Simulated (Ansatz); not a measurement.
# C2H8GaNO: the cost of one run

Program: Ansatz 0.2.0. Level of theory: RKS PBE/def2-SVP. These are calculated values, not measurements.

## (1) The system as given

Bond lengths: C1–Ga2 1.341 Å, Ga2–O3 2.113 Å, Ga2–C4 2.004 Å, C4–N5 1.398 Å, C1–H6 1.139 Å, C1–H7 1.115 Å, C1–H8 1.116 Å, O3–H9 1.019 Å, C4–H10 1.074 Å, C4–H11 1.180 Å, N5–H12 1.026 Å, N5–H13 1.104 Å. Angles (14 of 19 angles, heavy atoms first): C1–Ga2–O3 113.0°, C1–Ga2–C4 123.4°, O3–Ga2–C4 99.1°, Ga2–C4–N5 116.5°, Ga2–C1–H6 113.4°, Ga2–C1–H7 110.1°, Ga2–C1–H8 114.2°, Ga2–O3–H9 104.7°, Ga2–C4–H10 105.8°, Ga2–C4–H11 100.4°, N5–C4–H10 115.0°, N5–C4–H11 110.7°, C4–N5–H12 108.4°, C4–N5–H13 108.2°.

Structure file:

```xyz
13

C    -1.5339    0.3382   -0.6260
Ga   -0.6958   -0.6738   -0.3566
O     0.5903   -1.1333   -1.9684
C     0.6543   -0.6219    1.1230
N     1.3875    0.5612    1.2565
H    -1.0027    1.2922   -0.9504
H    -2.2118    0.0609   -1.4672
H    -2.1647    0.6523    0.2396
H     1.2090   -0.3275   -2.0432
H     1.2442   -1.5121    1.0112
H    -0.0478   -0.7847    2.0577
H     1.9165    0.7147    0.3905
H     0.6753    1.3992    1.3480
```

## (2) End point A

Contents of input.yaml:

```yaml
crystal:
  periodic: [false, false, false]
  atoms:
    - { symbol: C, position_ang: [-1.5339, 0.3382, -0.626] }
    - { symbol: Ga, position_ang: [-0.6958, -0.6738, -0.3566] }
    - { symbol: O, position_ang: [0.5903, -1.1333, -1.9684] }
    - { symbol: C, position_ang: [0.6543, -0.6219, 1.123] }
    - { symbol: "N", position_ang: [1.3875, 0.5612, 1.2565] }
    - { symbol: H, position_ang: [-1.0027, 1.2922, -0.9504] }
    - { symbol: H, position_ang: [-2.2118, 0.0609, -1.4672] }
    - { symbol: H, position_ang: [-2.1647, 0.6523, 0.2396] }
    - { symbol: H, position_ang: [1.209, -0.3275, -2.0432] }
    - { symbol: H, position_ang: [1.2442, -1.5121, 1.0112] }
    - { symbol: H, position_ang: [-0.0478, -0.7847, 2.0577] }
    - { symbol: H, position_ang: [1.9165, 0.7147, 0.3905] }
    - { symbol: H, position_ang: [0.6753, 1.3992, 1.348] }
basis:
  gaussian: { orbitals: def2-SVP }
hamiltonian:
  xc: pbe
relax:
  f_tol: 0.02
  max_steps: 50
```

Command:

```console
$ ansatz run input.yaml --threads 2 --pin off --max-ram 3072MiB --backend cpu --events-out ev --progress --plain --runs-dir out
```

Q: Estimate wall time and peak memory on 2 threads of Arm Neoverse N1, shared host.

About 3 min, with a peak of 0.18 GiB.
